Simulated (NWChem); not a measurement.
**the pair GeH4···SOF2: a chain of runs**

We compute a single-point energy (singlet GeH4SOF2, M06-2X/def2-SVP), then a single-point energy (singlet GeH4, M06-2X/def2-SVP), then the energy (singlet SOF2, M06-2X/def2-SVP), then a single-point energy (singlet GeH4, M06-2X/def2-SVP), then the energy (singlet SOF2, M06-2X/def2-SVP) of F2GeH4OS and its partners. 

The results are computed with NWChem 7.3.0.

### Step 1. The system as given

The species is GeH4SOF2 (9 atoms), meant as a singlet with charge 0. The two molecules were placed rigidly side by side, at 1.3 times their contact distance; the pair isn't optimised.

Bond lengths: O6–S7 1.419 Å, S7–F8 1.588 Å, S7–F9 1.588 Å, Ge1–H2 1.534 Å, Ge1–H3 1.534 Å, Ge1–H4 1.534 Å, Ge1–H5 1.534 Å. Angles: O6–S7–F8 106.5°, O6–S7–F9 106.4°, F8–S7–F9 93.0°, H2–Ge1–H3 109.5°, H2–Ge1–H4 109.5°, H2–Ge1–H5 109.5°, H3–Ge1–H4 109.5°, H3–Ge1–H5 109.5°, H4–Ge1–H5 109.5°.

### Step 2. The energy at M06-2X/def2-SVP (run 1)

Input file job.nw:

```
start job
memory total 2200 mb
charge 0

geometry noautosym nocenter noautoz
  Ge    0.000100    0.000080   -0.000020
  H     1.148100   -0.756320    0.680580
  H    -1.238800   -0.030020    0.904180
  H    -0.329200   -0.669120   -1.340620
  H     0.419800    1.455380   -0.244120
  O     0.644400    5.469990   -2.869960
  S     1.598710    4.501930   -2.463080
  F     1.924670    4.804660   -0.938790
  F     3.012710    5.029120   -2.957170
end

basis spherical bse
  * library def2-SVP
end

dft
  xc m06-2x
  grid fine
  convergence energy 1e-08
  iterations 100
  mulliken
  print low
end

task dft energy
```

Command:

```sh
$ nwchem job.nw > job.out
```

The log of the run:

```text
[...]
 d= 0,ls=0.0,diis     1  -2751.5307211713 -3.13D+03  1.48D-02  1.58D+00     2.3
[...]
 d= 0,ls=0.0,diis    10  -2751.7010814652 -6.17D-09  5.78D-07  7.58D-09    18.0
         Total DFT energy =    -2751.701081465219
      One electron energy =    -4582.995205704414
           Coulomb energy =     1587.567701073179
    Exchange-Corr. energy =     -135.729037845700
 Nuclear repulsion energy =      379.455461011717
[...]
      Total Density - Mulliken Population Analysis
     ---------------------------------------------
    Atom       Charge   Shell Charges
 -----------   ------   -------------------------------------------------------
    1 Ge  32    31.65   2.00  2.00  1.99  1.04  0.24  6.00  5.98  1.38  0.94  8.14  1.79  0.16
    2 H    1     1.08   0.72  0.35  0.01
    3 H    1     1.08   0.72  0.35  0.01
    4 H    1     1.08   0.72  0.35  0.01
    5 H    1     1.10   0.72  0.37  0.01
    6 O    8     8.44   1.99  1.10  0.76  2.82  1.75  0.02
    7 S   16    14.88   2.00  1.99  1.32  0.44  5.93  1.59  1.10  0.52
    8 F    9     9.34   1.99  1.13  0.82  3.33  2.06  0.01
    9 F    9     9.34   1.99  1.13  0.82  3.33  2.06  0.01
[...]
```

It took 19 s on 1 thread of Intel Xeon Platinum 8559C (Emerald Rapids), shared host; peak memory 0.12 GiB.

### Step 3. GeH4: a single-point energy at M06-2X/def2-SVP (run 2)

Input file geom.nw:

```
start geom
memory stack 880 mb heap 220 mb global 1100 mb

geometry units angstrom noautosym nocenter noautoz
Ge       0.000100       0.000080      -0.000020
H        1.148100      -0.756320       0.680580
H       -1.238800      -0.030020       0.904180
H       -0.329200      -0.669120      -1.340620
H        0.419800       1.455380      -0.244120
end

basis spherical bse
* library def2-SVP
end

dft
xc m06-2x
mult 1
grid fine
convergence energy 1e-08
maxiter 100
mulliken
print low
end

task dft energy
```

Command:

```sh
$ nwchem geom.nw > geom.out
```

The log of the run:

```text
[...]
 d= 0,ls=0.0,diis     1  -2079.1052188412 -2.12D+03  4.21D-03  7.24D-02     1.0
[...]
 d= 0,ls=0.0,diis     7  -2079.1133077123 -3.72D-09  9.00D-07  3.29D-10     4.9
         Total DFT energy =    -2079.113307712293
      One electron energy =    -2987.525990468885
           Coulomb energy =      943.551937032628
    Exchange-Corr. energy =      -80.559681765761
 Nuclear repulsion energy =       45.420427489725
[...]
      Total Density - Mulliken Population Analysis
     ---------------------------------------------
    Atom       Charge   Shell Charges
 -----------   ------   -------------------------------------------------------
    1 Ge  32    31.66   2.00  2.00  1.99  1.04  0.24  6.00  5.98  1.38  0.94  8.14  1.79  0.16
    2 H    1     1.08   0.72  0.35  0.01
    3 H    1     1.08   0.72  0.35  0.01
    4 H    1     1.08   0.72  0.35  0.01
    5 H    1     1.08   0.72  0.35  0.01
[...]
```

Run time: 5.4 s. Hardware: 1 thread of Intel Xeon Platinum 8559C (Emerald Rapids), shared host; peak memory 0.11 GiB.

### Step 4. SOF2: a single-point energy at M06-2X/def2-SVP (run 3)

Input file calc.nw:

```
start calc
title "F2OS energy"
memory total 2200 mb

geometry units angstrom noautosym nocenter noautoz
   O     0.644400    5.469990   -2.869960
   S     1.598710    4.501930   -2.463080
   F     1.924670    4.804660   -0.938790
   F     3.012710    5.029120   -2.957170
end

basis spherical bse
   * library def2-SVP
end

dft
   xc m06-2x
   grid fine
   convergence energy 1e-08
   maxiter 100
   mulliken
   print low
end

task dft energy
```

Command:

```sh
$ nwchem calc.nw > calc.out
```

The log of the run:

```text
[...]
 d= 0,ls=0.0,diis     1   -672.4247321052 -8.66D+02  2.73D-02  1.50D+00     0.6
[...]
 d= 0,ls=0.0,diis    10   -672.5871395681 -1.49D-09  5.67D-07  2.01D-09     4.6
         Total DFT energy =     -672.587139568101
      One electron energy =    -1315.463203576630
           Coulomb energy =      504.116045036272
    Exchange-Corr. energy =      -55.169626658530
 Nuclear repulsion energy =      193.929645630786
[...]
      Total Density - Mulliken Population Analysis
     ---------------------------------------------
    Atom       Charge   Shell Charges
 -----------   ------   -------------------------------------------------------
    1 O    8     8.44   1.99  1.10  0.76  2.82  1.75  0.02
    2 S   16    14.88   2.00  1.99  1.32  0.44  5.93  1.59  1.10  0.52
    3 F    9     9.34   1.99  1.13  0.82  3.33  2.06  0.01
    4 F    9     9.34   1.99  1.13  0.82  3.33  2.06  0.01
[...]
```

It took 5.1 s on 1 thread of Intel Xeon Platinum 8559C (Emerald Rapids), shared host; peak memory 0.11 GiB.

### Step 5. GeH4 among ghost functions: a single-point energy at M06-2X/def2-SVP (with ghost functions) (run 4)

Input file geh4.nw:

```
start geh4
title "GeH4 M06-2X"
memory stack 880 mb heap 220 mb global 1100 mb

geometry units bohr noautosym nocenter noautoz
Ge   0.00018897   0.00015118  -0.00003779
H    2.16959456  -1.42923766   1.28610981
H   -2.34099272  -0.05672958   1.70865257
H   -0.62209784  -1.26445354  -2.53340464
H    0.79330703   2.75026961  -0.46131994
bqO      1.217740    10.336783    -5.423438
bqS      3.021124     8.507415    -4.654547
bqF      3.637099     9.079492    -1.774056
bqF      5.693197     9.503659    -5.588241
end

basis "ao basis" spherical bse
Ge library def2-SVP
H library def2-SVP
bqO library O def2-SVP
bqS library S def2-SVP
bqF library F def2-SVP
end

dft
xc m06-2x
grid fine
convergence energy 1e-08
iterations 100
mulliken
print low
end

task dft
```

Command:

```sh
$ nwchem geh4.nw > geh4.out
```

The log of the run:

```text
[...]
 d= 0,ls=0.0,diis     1  -2079.1052337371 -2.12D+03  1.96D-03  7.25D-02     1.9
[...]
 d= 0,ls=0.0,diis     7  -2079.1133186940 -3.71D-09  4.25D-07  3.35D-10    11.5
         Total DFT energy =    -2079.113318694001
      One electron energy =    -2987.524268418545
           Coulomb energy =      943.550101568063
    Exchange-Corr. energy =      -80.559576061814
 Nuclear repulsion energy =       45.420424218295
[...]
      Total Density - Mulliken Population Analysis
     ---------------------------------------------
    Atom       Charge   Shell Charges
 -----------   ------   -------------------------------------------------------
    1 Ge  32    31.66   2.00  2.00  1.99  1.04  0.24  6.00  5.98  1.38  0.94  8.14  1.79  0.16
    2 H    1     1.08   0.72  0.35  0.01
    3 H    1     1.08   0.72  0.35  0.01
    4 H    1     1.08   0.72  0.35  0.01
    5 H    1     1.08   0.72  0.35  0.01
    6 X    0    -0.00  -0.00  0.00 -0.00  0.00 -0.00 -0.00
    7 X    0     0.00   0.00  0.00 -0.00  0.00  0.00 -0.00  0.00 -0.00
    8 X    0     0.00   0.00 -0.00 -0.00 -0.00  0.00  0.00
    9 X    0    -0.00  -0.00  0.00 -0.00  0.00 -0.00 -0.00
[...]
```

Wall time 12 s (1 thread of Intel Xeon Platinum 8559C (Emerald Rapids), shared host); peak memory 0.12 GiB.

### Step 6. SOF2 among ghost functions: a single-point energy at M06-2X/def2-SVP (with ghost functions) (run 5)

Input file nw.nw:

```
start nw
memory 2200 mb
charge 0

geometry units angstrom noautosym nocenter noautoz
O     0.644400    5.469990   -2.869960
S     1.598710    4.501930   -2.463080
F     1.924670    4.804660   -0.938790
F     3.012710    5.029120   -2.957170
bqGe     0.000100     0.000080    -0.000020
bqH      1.148100    -0.756320     0.680580
bqH     -1.238800    -0.030020     0.904180
bqH     -0.329200    -0.669120    -1.340620
bqH      0.419800     1.455380    -0.244120
end

basis spherical bse
O library def2-SVP
S library def2-SVP
F library def2-SVP
bqGe library Ge def2-SVP
bqH library H def2-SVP
end

dft
xc m06-2x
grid fine
convergence energy 1e-08
maxiter 100
mulliken
print low
end

task dft energy
```

Command:

```sh
$ nwchem nw.nw > nw.out
```

The log of the run:

```text
[...]
 d= 0,ls=0.0,diis     1   -672.4248954133 -8.66D+02  1.47D-02  1.50D+00     1.8
[...]
 d= 0,ls=0.0,diis    10   -672.5873810179 -2.06D-09  3.39D-07  1.89D-09    16.1
         Total DFT energy =     -672.587381017913
      One electron energy =    -1315.454118323852
           Coulomb energy =      504.105971767479
    Exchange-Corr. energy =      -55.168880092327
 Nuclear repulsion energy =      193.929645630786
[...]
      Total Density - Mulliken Population Analysis
     ---------------------------------------------
    Atom       Charge   Shell Charges
 -----------   ------   -------------------------------------------------------
    1 O    8     8.44   1.99  1.10  0.76  2.82  1.75  0.02
    2 S   16    14.88   2.00  1.99  1.32  0.44  5.93  1.59  1.10  0.52
    3 F    9     9.34   1.99  1.13  0.82  3.33  2.06  0.01
    4 F    9     9.34   1.99  1.13  0.82  3.33  2.06  0.01
    5 X    0    -0.00  -0.00  0.00 -0.00 -0.00 -0.00 -0.00 -0.00 -0.00 -0.00 -0.00 -0.00 -0.00
    6 X    0    -0.00  -0.00 -0.00 -0.00
    7 X    0     0.00  -0.00  0.00 -0.00
    8 X    0    -0.00  -0.00 -0.00 -0.00
    9 X    0     0.00  -0.00  0.00 -0.00
[...]
```

Wall time 17 s (1 thread of Intel Xeon Platinum 8559C (Emerald Rapids), shared host); peak memory 0.12 GiB.

### Step 7. Summary of results

| quantity | value |
| --- | --- |
| run 1, M06-2X/def2-SVP: total energy | -2751.70108 Eh |
| GeH4: total energy | -2079.11331 Eh |
| SOF2: total energy | -672.58714 Eh |
| GeH4 among ghost functions: total energy | -2079.11332 Eh |
| SOF2 among ghost functions: total energy | -672.58738 Eh |
| interaction energy of the rigid parts GeH4 and SOF2 (parts in their own basis; closest atoms 3.74 Å apart) | -0.017 eV |
| interaction energy of the rigid parts GeH4 and SOF2 (parts in the whole basis, counterpoise; closest atoms 3.74 Å apart) | -0.010 eV |

In words: The interaction energy of the rigid parts GeH4 and SOF2 (parts in their own basis; closest atoms 3.74 Å apart) is −0.02 eV (−1.7 kJ/mol). Without counterpoise this holds the superposition error of the basis. The interaction energy of the rigid parts GeH4 and SOF2 (parts in the whole basis, counterpoise; closest atoms 3.74 Å apart) is −0.01 eV (−0.2 kcal/mol). The basis-set superposition error is 0.7 kJ/mol. Mulliken charges (run 1, M06-2X/def2-SVP) run from -0.44 on O6 to +1.12 on S7; they depend strongly on the basis.
